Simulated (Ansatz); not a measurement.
**Molecular dynamics of LiMg6GaO8**

Input file:

```yaml
accuracy: low
crystal:
  lattice:
    - [-4.245793, -4.245793, 0.0]
    - [4.245793, -4.245793, 0.0]
    - [0.0, 0.0, 8.473007]
  atoms:
    - { symbol: Li, position: [0.5, 0.5, 0.0] }
    - { symbol: Mg, position: [0.0, 0.5, 0.0] }
    - { symbol: Mg, position: [0.0, 0.5, 0.5] }
    - { symbol: Mg, position: [0.25, 0.25, 0.2386367] }
    - { symbol: Mg, position: [0.25, 0.25, 0.7613633] }
    - { symbol: Mg, position: [0.25, 0.75, 0.2386367] }
    - { symbol: Mg, position: [0.25, 0.75, 0.7613633] }
    - { symbol: Ga, position: [0.5, 0.5, 0.5] }
    - { symbol: O, position: [0.5, 0.5, 0.2730985] }
    - { symbol: O, position: [0.5, 0.5, 0.7269015] }
    - { symbol: O, position: [0.0, 0.5, 0.2534593] }
    - { symbol: O, position: [0.0, 0.5, 0.7465408] }
    - { symbol: O, position: [0.25, 0.25, 0.0] }
    - { symbol: O, position: [0.25, 0.25, 0.5] }
    - { symbol: O, position: [0.25, 0.75, 0.0] }
    - { symbol: O, position: [0.25, 0.75, 0.5] }
    - { symbol: Li, position: [0.0, 0.0, 0.0] }
    - { symbol: Mg, position: [0.5, 0.0, 0.0] }
    - { symbol: Mg, position: [0.5, 0.0, 0.5] }
    - { symbol: Mg, position: [0.75, 0.75, 0.2386367] }
    - { symbol: Mg, position: [0.75, 0.75, 0.7613633] }
    - { symbol: Mg, position: [0.75, 0.25, 0.2386367] }
    - { symbol: Mg, position: [0.75, 0.25, 0.7613633] }
    - { symbol: Ga, position: [0.0, 0.0, 0.5] }
    - { symbol: O, position: [0.0, 0.0, 0.2730985] }
    - { symbol: O, position: [0.0, 0.0, 0.7269015] }
    - { symbol: O, position: [0.5, 0.0, 0.2534593] }
    - { symbol: O, position: [0.5, 0.0, 0.7465408] }
    - { symbol: O, position: [0.75, 0.75, 0.0] }
    - { symbol: O, position: [0.75, 0.75, 0.5] }
    - { symbol: O, position: [0.75, 0.25, 0.0] }
    - { symbol: O, position: [0.75, 0.25, 0.5] }
basis:
  ecutwfc: 420.0
kpoints:
  mp_grid: { grid: [2, 2, 1] }
hamiltonian:
  xc: lda
scf:
  occupations: { method: fermi_dirac, width: 0.002 }
  lower_state_search: "off"
  max_iter: 89
md:
  timestep: 1
  n_steps: 200
  ensemble: nvt_langevin
  temperature: 1500.0
  initial_velocities: maxwell_boltzmann
  seed: 275184
  friction: 0.005
```

Run as:

```bash
$ ansatz run input.yaml --threads 2 --pin off --max-ram 5120MiB --backend cpu --events-out ev --progress --plain --runs-dir out
```

It starts from an unrelaxed structure (largest force component 0.41 eV/Å).

Output, in part (step lines):

```
md step     0: t =     0.00 fs  T =  1453.1 K  F+E_penalty+E_count = -39563.80739370 eV  E_kin = 6.010590 eV  (9 SCF iters)
md step     1: t =     1.00 fs  T =  1379.4 K  F+E_penalty+E_count = -39563.78138641 eV  E_kin = 5.705585 eV  (7 SCF iters)
md step     2: t =     2.00 fs  T =  1374.7 K  F+E_penalty+E_count = -39563.69161716 eV  E_kin = 5.686013 eV  (7 SCF iters)
md step     3: t =     3.00 fs  T =  1318.6 K  F+E_penalty+E_count = -39563.53898471 eV  E_kin = 5.454268 eV  (7 SCF iters)
md step     4: t =     4.00 fs  T =  1253.9 K  F+E_penalty+E_count = -39563.32846991 eV  E_kin = 5.186561 eV  (7 SCF iters)
md step     5: t =     5.00 fs  T =  1190.5 K  F+E_penalty+E_count = -39563.06718021 eV  E_kin = 4.924252 eV  (4 SCF iters)
md step     6: t =     6.00 fs  T =  1163.0 K  F+E_penalty+E_count = -39562.75814724 eV  E_kin = 4.810632 eV  (4 SCF iters)
md step     7: t =     7.00 fs  T =  1057.6 K  F+E_penalty+E_count = -39562.41095807 eV  E_kin = 4.374567 eV  (5 SCF iters)
[... lines left out ...]
md step   200: t =   200.00 fs  T =  1427.4 K  F+E_penalty+E_count = -39558.80487913 eV  E_kin = 5.904323 eV  (7 SCF iters)
```

The steps, from the saved trajectory:

```json
{"time (fs)": "0", "T (K)": "1453", "potential energy less start (eV)": "0.000"}
{"time (fs)": "6", "T (K)": "1163", "potential energy less start (eV)": "1.049"}
{"time (fs)": "12", "T (K)": "721", "potential energy less start (eV)": "3.270"}
{"time (fs)": "18", "T (K)": "443", "potential energy less start (eV)": "4.509"}
{"time (fs)": "24", "T (K)": "485", "potential energy less start (eV)": "4.181"}
{"time (fs)": "30", "T (K)": "712", "potential energy less start (eV)": "3.294"}
{"time (fs)": "36", "T (K)": "886", "potential energy less start (eV)": "2.883"}
{"time (fs)": "42", "T (K)": "953", "potential energy less start (eV)": "2.945"}
{"time (fs)": "48", "T (K)": "880", "potential energy less start (eV)": "3.240"}
{"time (fs)": "54", "T (K)": "846", "potential energy less start (eV)": "3.492"}
{"time (fs)": "60", "T (K)": "867", "potential energy less start (eV)": "3.600"}
{"time (fs)": "66", "T (K)": "877", "potential energy less start (eV)": "3.577"}
{"time (fs)": "72", "T (K)": "1054", "potential energy less start (eV)": "3.217"}
{"time (fs)": "78", "T (K)": "1035", "potential energy less start (eV)": "3.010"}
{"time (fs)": "84", "T (K)": "1053", "potential energy less start (eV)": "3.207"}
{"time (fs)": "90", "T (K)": "1023", "potential energy less start (eV)": "3.540"}
{"time (fs)": "96", "T (K)": "954", "potential energy less start (eV)": "3.768"}
{"time (fs)": "102", "T (K)": "917", "potential energy less start (eV)": "3.882"}
{"time (fs)": "108", "T (K)": "855", "potential energy less start (eV)": "4.170"}
{"time (fs)": "114", "T (K)": "752", "potential energy less start (eV)": "4.493"}
{"time (fs)": "120", "T (K)": "775", "potential energy less start (eV)": "4.449"}
{"time (fs)": "126", "T (K)": "1018", "potential energy less start (eV)": "3.674"}
{"time (fs)": "132", "T (K)": "1337", "potential energy less start (eV)": "3.006"}
{"time (fs)": "138", "T (K)": "1273", "potential energy less start (eV)": "3.380"}
{"time (fs)": "144", "T (K)": "1180", "potential energy less start (eV)": "4.140"}
{"time (fs)": "150", "T (K)": "1140", "potential energy less start (eV)": "4.519"}
{"time (fs)": "156", "T (K)": "1208", "potential energy less start (eV)": "4.406"}
{"time (fs)": "162", "T (K)": "1252", "potential energy less start (eV)": "4.377"}
{"time (fs)": "168", "T (K)": "1276", "potential energy less start (eV)": "4.640"}
{"time (fs)": "174", "T (K)": "1328", "potential energy less start (eV)": "5.017"}
{"time (fs)": "180", "T (K)": "1400", "potential energy less start (eV)": "5.270"}
{"time (fs)": "186", "T (K)": "1287", "potential energy less start (eV)": "5.834"}
{"time (fs)": "192", "T (K)": "1270", "potential energy less start (eV)": "5.736"}
{"time (fs)": "198", "T (K)": "1417", "potential energy less start (eV)": "5.118"}
```

The run went to its last step. The mean temperature of the second half is 22 % below the set value. A run of 0.2 ps of so small a system gives no equilibrium averages. The smearing is very narrow for this mesh. Limits of this set-up: coarse k mesh, low accuracy level.

Mean squared displacements from the first frame to the last, about the centre of mass: Li 0.05 Å², Mg 0.05 Å², Ga 0.11 Å², O 0.04 Å².

Last frame:

```xyz
32
Lattice="-4.2458 -4.2458 0.0000 4.2458 -4.2458 0.0000 0.0000 0.0000 8.4730" Properties=species:S:1:pos:R:3
Li -0.194 -4.359 0.332
Mg 2.000 -2.314 0.046
Mg 1.752 -2.237 4.467
Mg -0.187 -2.143 2.148
Mg -0.113 -2.277 6.499
Mg 1.729 -4.302 2.208
Mg 2.275 -4.494 6.701
Ga 0.005 -4.702 4.386
O -0.429 -4.413 2.547
O -0.232 -4.250 6.252
O 1.792 -2.454 2.366
O 1.946 -2.247 6.613
O -0.119 -2.345 0.186
O -0.090 -2.181 4.232
O 2.074 -4.397 0.145
O 1.956 -4.597 4.327
Li -0.045 -0.055 0.146
Mg -2.013 -2.176 0.087
Mg -2.517 -2.330 4.251
Mg -0.348 -6.430 2.180
Mg -0.068 -6.357 6.620
Mg -2.441 -4.455 2.134
Mg -2.210 -4.363 6.529
Ga -0.329 -0.391 4.132
O -0.151 -0.289 2.307
O -0.057 -0.006 6.243
O -2.391 -2.065 2.197
O -2.392 -2.091 6.524
O -0.155 -6.439 0.134
O -0.410 -6.432 4.301
O -2.455 -4.380 0.216
O -2.372 -4.342 4.402
```

The run took 9 min on 2 threads of Intel(R) Xeon(R) Platinum 8488C (Sapphire Rapids), on a shared host, peak memory 1 GiB.
